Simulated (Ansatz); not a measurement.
# ZrSi3 (AuCu3 type): equation of state and elastic constants

How stiff is ZrSi3 (AuCu3 type)? Energies and pressures are computed at volumes on both sides of the relaxed cell and fitted, then the elastic tensor. The start comes from a prototype table, not from a measured structure.

Method: DFT PBEsol, scalar-relativistic, plane waves, PAW, in Ansatz 0.2.0.

2 further runs of the same task are left out: 2 that didn't finish.

## 1. The starting structure

Symmetry: Pm-3m, No. 221, cubic system. Conventional cell: a = 3.951 Å, b = 3.951 Å, c = 3.951 Å, α = 90.00°, β = 90.00°, γ = 90.00°. Zr (site symmetry m-3m) has 12 Si at 2.79 Å as nearest neighbours. Around Si (site symmetry 4/mmm) lie 4 Zr at 2.79 Å and 8 Si at 2.79 Å.

As a file:

```cif
data_structure
_symmetry_space_group_name_H-M 'P 1'
_symmetry_Int_Tables_number 1
_cell_length_a 3.9508
_cell_length_b 3.9508
_cell_length_c 3.9508
_cell_angle_alpha 90.000
_cell_angle_beta 90.000
_cell_angle_gamma 90.000
_cell_volume 61.67
loop_
_atom_site_label
_atom_site_type_symbol
_atom_site_fract_x
_atom_site_fract_y
_atom_site_fract_z
_atom_site_occupancy
Zr1 Zr 0.00000 0.00000 0.00000 1
Si1 Si 0.00000 0.50000 0.50000 1
Si2 Si 0.50000 0.50000 0.00000 1
Si3 Si 0.50000 0.00000 0.50000 1
```

An earlier run at PBEsol left this cell at 15.417 Å³/atom and -0.01 GPa (8×8×8 mesh).

Volume factors to run: 0.980, 1.020, 0.960, 1.040.

## 2. At 0.980 of the relaxed volume

Input file input.yaml:

```yaml
crystal:
  lattice:
    - [3.9242579181, 0.0, 0.0]
    - [0.0, 3.9242579181, 0.0]
    - [0.0, 0.0, 3.9242579181]
  atoms:
    - { symbol: Zr, position: [0.0, 0.0, 0.0] }
    - { symbol: Si, position: [0.0, 0.5, 0.5] }
    - { symbol: Si, position: [0.5, 0.5, 0.0] }
    - { symbol: Si, position: [0.5, 0.0, 0.5] }
basis:
  ecutwfc: 420
  ecutrho_ratio: 4
kpoints:
  mp_grid: { grid: [8, 8, 8] }
hamiltonian:
  xc: pbesol
scf:
  occupations: { method: gaussian, width: 0.05 }
output:
  forces: true
  stress: true
  eigenvalues: true
```

On the command line:

```console
$ ansatz run input.yaml --threads 4 --pin off --max-ram 4096MiB --backend cpu --events-out ev --progress --plain --runs-dir out
```

Further steps of the session: Volume × 1.020; Volume × 0.960; Scaling the volume by 1.040; The elastic tensor from strained cells.

Q: Predict the outcome of this session. Wanted: V0; B0; B0′; scatter of the fit; C11, C12, C44; K, G, E; Poisson's ratio.

**Answer**, as computed:

| quantity | value |
| --- | --- |
| V0 | 15.416 Å³/atom |
| B0 | 125 GPa |
| B0′ | 3.9 |
| scatter of the fit | 0.002 meV/atom |
| C11, C12, C44 | 159, 106, 44 GPa |
| K, G, E (Hill) | 124, 36, 98 GPa |
| Poisson's ratio | 0.37 |

The fitted minimum lies at 15.42 Å³/atom, and the bulk modulus is 125 GPa. One per cent of compression takes about 1.2 GPa. All eigenvalues of the tensor are positive, so the cell is mechanically stable. K/G = 3.45 lies over Pugh's 1.75, an empirical mark of ductile behaviour drawn from metals, and the universal anisotropy index of 0.33 is moderate. The tensor's bulk modulus (Hill average) differs from the fitted one by -1 %. These are values at 0 K without zero-point motion.
